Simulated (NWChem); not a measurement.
# A workflow on the pair AsH3···BH2F

Wanted: a single-point energy (singlet BAsH5F, B97-D/6-31G*), then a single-point energy (singlet AsH3, B97-D/6-31G*), then the energy (singlet BH2F, B97-D/6-31G*), then a single-point energy (singlet AsH3, B97-D/6-31G*), then the energy (singlet BH2F, B97-D/6-31G*) of AsBFH5 and its partners. 

The calculation is run with NWChem 7.3.0.

### 1 The system as given

BAsH5F: 8 atoms, total charge 0, spin state singlet. The two molecules were placed rigidly side by side, at 1.3 times their contact distance; the pair isn't optimised.

Bond lengths: B5–F6 1.317 Å, As1–H2 1.522 Å, As1–H3 1.522 Å, As1–H4 1.522 Å, B5–H7 1.197 Å, B5–H8 1.197 Å. Angles: F6–B5–H7 117.8°, F6–B5–H8 117.8°, H7–B5–H8 124.4°, H2–As1–H3 92.0°, H2–As1–H4 92.0°, H3–As1–H4 92.0°.

### 2 The energy at B97-D/6-31G(d) (spherical functions) (run 1)

geom.nw reads:

```
start geom
title "AsBFH5"
memory stack 880 mb heap 220 mb global 1100 mb

geometry units au noautosym nocenter noautoz
  As    -0.40780290     0.92146825    -0.65384524
  H      0.66121517     1.19113217     2.00197586
  H     -2.01822750    -1.33316399     0.11546227
  H      1.76481523    -0.77945533    -1.46359288
  B      7.06593164     3.37799883    -7.37108462
  F      5.00580892     3.91311258    -6.08215912
  H      7.87849498     1.27040618    -7.23608258
  H      8.00179961     5.03173596    -8.59999242
end

basis spherical bse
  * library 6-31G*
end

dft
  xc becke97-d
  grid fine
  convergence energy 1e-08
  maxiter 100
  mulliken
  noprint "final vectors analysis"
end

task dft energy
```

Command:

```sh
$ nwchem geom.nw > geom.out
```

What it wrote (excerpt; [...] marks lines left out):

```text
[...]
          Wavefunction type:  closed shell.
          No. of atoms     :     8
          No. of electrons :    52
[...]
          Charge           :     0
          Spin multiplicity:     1
[...]
          AO basis - number of functions:    70
[...]
              XC Information
              --------------
                   Becke 97-D Method XC Functional
                  Becke 1997-D Exchange Functional  1.000
                Becke 1997-D Correlation Potential  1.000
[...]
 d= 0,ls=0.0,diis     1  -2364.2989047649 -2.49D+03  1.54D-02  4.88D-01     1.6
[...]
 d= 0,ls=0.0,diis    10  -2364.3615547986 -2.80D-09  4.15D-07  2.59D-09    10.3
         Total DFT energy =    -2364.361554798643
      One electron energy =    -3540.072957485350
           Coulomb energy =     1151.232343256715
    Exchange-Corr. energy =     -100.592962665622
 Nuclear repulsion energy =      125.075431619894
    Dispersion correction =       -0.003409524280
[...]
      Total Density - Mulliken Population Analysis
     ---------------------------------------------
    Atom       Charge   Shell Charges
 -----------   ------   -------------------------------------------------------
    1 As  33    33.17   2.00  2.00  6.00  2.00  5.99  1.55  2.56  0.27  0.70  6.94  2.88  0.29
    2 H    1     0.94   0.49  0.45
    3 H    1     0.94   0.49  0.46
    4 H    1     0.94   0.49  0.45
    5 B    5     4.69   2.00  0.58  1.33  0.43  0.28  0.09
    6 F    9     9.20   2.00  0.94  3.34  0.98  1.94  0.01
    7 H    1     1.05   0.53  0.52
    8 H    1     1.05   0.53  0.52
[...]
```

Run time: 11 s. Hardware: 1 thread of Intel Xeon 6975P-C (Granite Rapids), shared host; peak memory 0.12 GiB.

### 3 AsH3: the energy at B97-D/6-31G(d) (spherical functions) (run 2)

ash3.nw reads:

```
start ash3
title "AsH3 B97-D"
memory total 2200 mb

geometry units angstrom noautosym nocenter noautoz
As   -0.215800    0.487620   -0.346000
H     0.349900    0.630320    1.059400
H    -1.068000   -0.705480    0.061100
H     0.933900   -0.412470   -0.774500
end

basis spherical bse
* library 6-31G*
end

dft
xc becke97-d
grid fine
convergence energy 1e-08
iterations 100
mulliken
print low
end

task dft energy
```

Command:

```sh
$ nwchem ash3.nw > ash3.out
```

What it wrote (excerpt; [...] marks lines left out):

```text
[...]
 d= 0,ls=0.0,diis     1  -2238.4867081901 -2.27D+03  1.32D-02  1.69D-01     1.1
[...]
 d= 0,ls=0.0,diis     8  -2238.5052702367 -5.91D-12  8.80D-07  6.58D-10     4.8
         Total DFT energy =    -2238.505270236750
      One electron energy =    -3187.148635885012
           Coulomb energy =      998.848237814926
    Exchange-Corr. energy =      -85.356501954861
 Nuclear repulsion energy =       35.153225468853
    Dispersion correction =       -0.001595680657
[...]
      Total Density - Mulliken Population Analysis
     ---------------------------------------------
    Atom       Charge   Shell Charges
 -----------   ------   -------------------------------------------------------
    1 As  33    33.18   2.00  2.00  6.00  2.00  5.99  1.55  2.57  0.27  0.70  6.94  2.88  0.29
    2 H    1     0.94   0.49  0.45
    3 H    1     0.94   0.49  0.45
    4 H    1     0.94   0.49  0.45
[...]
```

It took 5.4 s on 1 thread of Intel Xeon 6975P-C (Granite Rapids), shared host; peak memory 0.11 GiB.

### 4 BH2F: a single-point energy at B97-D/6-31G(d) (spherical functions) (run 3)

sp.nw reads:

```
start sp
memory stack 880 mb heap 220 mb global 1100 mb
charge 0
geometry units angstroms noautosym nocenter noautoz
   B     3.739130    1.787560   -3.900610
   F     2.648960    2.070730   -3.218540
   H     4.169120    0.672270   -3.829170
   H     4.234370    2.662680   -4.550920
end
basis spherical bse
   * library 6-31G*
end
dft
   xc becke97-d
   grid fine
   convergence energy 1e-08
   iterations 100
   mulliken
   print low
end
task dft energy
```

Command:

```sh
$ nwchem sp.nw > sp.out
```

What it wrote (excerpt; [...] marks lines left out):

```text
[...]
 d= 0,ls=0.0,diis     1   -125.8115951802 -1.53D+02  2.95D-02  3.17D-01     0.3
[...]
 d= 0,ls=0.0,diis     8   -125.8553015841  2.07D-10  8.41D-07  3.46D-09     1.6
         Total DFT energy =     -125.855301584051
      One electron energy =     -227.352849467972
           Coulomb energy =       89.560597866058
    Exchange-Corr. energy =      -15.237411704772
 Nuclear repulsion energy =       27.175664294727
    Dispersion correction =       -0.001302572092
[...]
      Total Density - Mulliken Population Analysis
     ---------------------------------------------
    Atom       Charge   Shell Charges
 -----------   ------   -------------------------------------------------------
    1 B    5     4.69   2.00  0.58  1.33  0.43  0.28  0.09
    2 F    9     9.21   2.00  0.94  3.34  0.98  1.94  0.01
    3 H    1     1.05   0.53  0.52
    4 H    1     1.05   0.53  0.52
[...]
```

Run time: 2.2 s. Hardware: 1 thread of Intel Xeon 6975P-C (Granite Rapids), shared host; peak memory 0.11 GiB.

### 5 AsH3 among ghost functions: a single-point energy at B97-D/6-31G(d) (spherical functions, with ghost functions) (run 4)

work.nw reads:

```
start work
memory stack 880 mb heap 220 mb global 1100 mb
geometry units atomic noautosym nocenter noautoz
  As  -0.40780290   0.92146825  -0.65384524
  H    0.66121517   1.19113217   2.00197586
  H   -2.01822750  -1.33316399   0.11546227
  H    1.76481523  -0.77945533  -1.46359288
  bqB      7.065932     3.377999    -7.371085
  bqF      5.005809     3.913113    -6.082159
  bqH      7.878495     1.270406    -7.236083
  bqH      8.001800     5.031736    -8.599992
end
basis spherical bse
  As library 6-31G*
  H library 6-31G*
  bqB library B 6-31G*
  bqF library F 6-31G*
  bqH library H 6-31G*
end
dft
  xc becke97-d
  mult 1
  grid fine
  convergence energy 1e-08
  maxiter 100
  mulliken
  noprint "final vectors analysis"
end
task dft energy
```

Command:

```sh
$ nwchem work.nw > work.out
```

What it wrote (excerpt; [...] marks lines left out):

```text
[...]
          Wavefunction type:  closed shell.
          No. of atoms     :     8
          No. of electrons :    36
[...]
          Charge           :     0
          Spin multiplicity:     1
[...]
          AO basis - number of functions:    70
[...]
              XC Information
              --------------
                   Becke 97-D Method XC Functional
                  Becke 1997-D Exchange Functional  1.000
                Becke 1997-D Correlation Potential  1.000
[...]
 d= 0,ls=0.0,diis     1  -2238.4867206109 -2.27D+03  7.17D-03  1.69D-01     1.3
[...]
 d= 0,ls=0.0,diis     8  -2238.5052897808 -8.19D-12  4.79D-07  6.61D-10     8.4
         Total DFT energy =    -2238.505289780820
      One electron energy =    -3187.147633477962
           Coulomb energy =      998.847174203801
    Exchange-Corr. energy =      -85.356457754782
 Nuclear repulsion energy =       35.153222928439
    Dispersion correction =       -0.001595680316
[...]
      Total Density - Mulliken Population Analysis
     ---------------------------------------------
    Atom       Charge   Shell Charges
 -----------   ------   -------------------------------------------------------
    1 As  33    33.17   2.00  2.00  6.00  2.00  5.99  1.55  2.57  0.27  0.70  6.94  2.88  0.29
    2 H    1     0.94   0.49  0.45
    3 H    1     0.94   0.49  0.45
    4 H    1     0.94   0.49  0.45
    5 X    0     0.00  -0.00 -0.00 -0.00  0.00  0.00 -0.00
    6 X    0     0.00   0.00  0.00 -0.00 -0.00  0.00 -0.00
    7 X    0    -0.00  -0.00 -0.00
    8 X    0     0.00  -0.00  0.00
[...]
```

Run time: 9 s. Hardware: 1 thread of Intel Xeon 6975P-C (Granite Rapids), shared host; peak memory 0.11 GiB.

### 6 BH2F among ghost functions: the energy at B97-D/6-31G(d) (spherical functions, with ghost functions) (run 5)

struct.nw reads:

```
start struct
title "BFH2 energy"
memory 2200 mb
charge 0

geometry units angstrom noautosym nocenter noautoz
 B     3.739130    1.787560   -3.900610
 F     2.648960    2.070730   -3.218540
 H     4.169120    0.672270   -3.829170
 H     4.234370    2.662680   -4.550920
 bqAs    -0.215800     0.487620    -0.346000
 bqH      0.349900     0.630320     1.059400
 bqH     -1.068000    -0.705480     0.061100
 bqH      0.933900    -0.412470    -0.774500
end

basis spherical bse
 B library 6-31G*
 F library 6-31G*
 H library 6-31G*
 bqAs library As 6-31G*
 bqH library H 6-31G*
end

dft
 xc becke97-d
 grid fine
 convergence energy 1e-08
 maxiter 100
 mulliken
 print low
end

task dft energy
```

Command:

```sh
$ nwchem struct.nw > struct.out
```

What it wrote (excerpt; [...] marks lines left out):

```text
[...]
 d= 0,ls=0.0,diis     1   -125.8119866093 -1.53D+02  1.35D-02  3.17D-01     1.1
[...]
 d= 0,ls=0.0,diis     8   -125.8556970177  2.05D-10  3.83D-07  3.43D-09     7.5
         Total DFT energy =     -125.855697017673
      One electron energy =     -227.345926024067
           Coulomb energy =       89.552376812425
    Exchange-Corr. energy =      -15.236509528666
 Nuclear repulsion energy =       27.175664294727
    Dispersion correction =       -0.001302572092
[...]
      Total Density - Mulliken Population Analysis
     ---------------------------------------------
    Atom       Charge   Shell Charges
 -----------   ------   -------------------------------------------------------
    1 B    5     4.69   2.00  0.58  1.33  0.43  0.28  0.09
    2 F    9     9.20   2.00  0.94  3.34  0.98  1.94  0.01
    3 H    1     1.05   0.53  0.52
    4 H    1     1.05   0.53  0.52
    5 X    0     0.00  -0.00  0.00 -0.00  0.00 -0.00 -0.00 -0.00  0.00  0.00 -0.00 -0.00 -0.00
    6 X    0    -0.00  -0.00 -0.00
    7 X    0    -0.00  -0.00 -0.00
    8 X    0    -0.00  -0.00 -0.00
[...]
```

Run time: 8.4 s. Hardware: 1 thread of Intel Xeon 6975P-C (Granite Rapids), shared host; peak memory 0.12 GiB.

### 7 Results

| quantity | value |
| --- | --- |
| run 1, B97-D/6-31G*: total energy | -2364.36155 Eh |
| run 1, B97-D/6-31G*: dipole moment | 0.76 D |
| run 1, B97-D/6-31G*: dispersion energy | -8.95 kJ/mol |
| AsH3: total energy | -2238.50527 Eh |
| AsH3: dispersion energy | -4.19 kJ/mol |
| BH2F: total energy | -125.85530 Eh |
| BH2F: dispersion energy | -3.42 kJ/mol |
| AsH3 among ghost functions: total energy | -2238.50529 Eh |
| AsH3 among ghost functions: dipole moment | 0.61 D |
| AsH3 among ghost functions: dispersion energy | -4.19 kJ/mol |
| BH2F among ghost functions: total energy | -125.85570 Eh |
| BH2F among ghost functions: dispersion energy | -3.42 kJ/mol |
| interaction energy of the rigid parts AsH3 and BH2F (parts in their own basis; closest atoms 3.88 Å apart) | -0.027 eV |
| interaction energy of the rigid parts AsH3 and BH2F (parts in the whole basis, counterpoise; closest atoms 3.88 Å apart) | -0.015 eV |

In words: The interaction energy of the rigid parts AsH3 and BH2F (parts in their own basis; closest atoms 3.88 Å apart) is −0.03 eV (−2.6 kJ/mol): the parts attract. Without counterpoise this holds the superposition error of the basis. The interaction energy of the rigid parts AsH3 and BH2F (parts in the whole basis, counterpoise; closest atoms 3.88 Å apart) is −0.02 eV (−0.4 kcal/mol). The basis-set superposition error is 1.1 kJ/mol. Mulliken charges (run 1, B97-D/6-31G*) run from -0.20 on F6 to +0.31 on B5; they depend strongly on the basis. Mulliken charges (AsH3) run from -0.18 on As1 to +0.06 on H2; they depend strongly on the basis.
